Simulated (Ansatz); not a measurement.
MgB:

```xyz
2
Lattice="2.8952 0.0000 0.0000 0.0000 2.8952 0.0000 0.0000 0.0000 2.8952" Properties=species:S:1:pos:R:3 pbc="T T T"
Mg    0.0000    0.0000    0.0000
B     1.4476    1.4476    1.4476
```

The cell was built by a generator and needn't be a form met in nature.

```yaml
Program: Ansatz 0.2.0
Task: relaxation of cell and atoms
Functional: HF
Potentials_or_basis: Ansatz PAW
Cutoff: "420 eV (not typed: the program's choice for these potentials)"
k_mesh: 5 × 5 × 5
Occupations: fermi-dirac, width 0.05 eV
Spin: no spin polarisation
```

At the start: volume 12.13 Å³/atom.

**Question.** How do energy, volume and symmetry change on relaxing?

**Answer.** It ends after 4 steps and the volume is 12.71 Å³/atom (+4.8 %); space group Pm-3m (No. 221, to 0.05 Å).

The path:
| step | energy change (eV) | largest force (eV/Å) | volume (Å³) |
| --- | --- | --- | --- |
| 1 | 0.0000 | 0.0000 | 24.27 |
| 2 | -0.0150 | 0.0000 | 25.27 |
| 3 | -0.0153 | 0.0000 | 25.42 |
| 4 | -0.0158 | 0.0000 | 25.42 |

Final structure:
```cif
data_structure
_symmetry_space_group_name_H-M 'P 1'
_symmetry_Int_Tables_number 1
_cell_length_a 2.9404
_cell_length_b 2.9404
_cell_length_c 2.9404
_cell_angle_alpha 90.000
_cell_angle_beta 90.000
_cell_angle_gamma 90.000
_cell_volume 25.42
loop_
_atom_site_label
_atom_site_type_symbol
_atom_site_fract_x
_atom_site_fract_y
_atom_site_fract_z
_atom_site_occupancy
Mg1 Mg 0.00000 0.00000 0.00000 1
B1 B 0.50000 0.50000 0.50000 1
```

Caveat: the k mesh is coarse (spacing up to 0.43 Å⁻¹), so the values aren't converged, least of all with exact exchange; the plane-wave basis is chosen anew once the cell has moved, so the energies of steps on either side of that aren't comparable; the PAW data sets come from PBE, with cores solved anew for the run's functional, which leaves a small shift of forces and pressure.
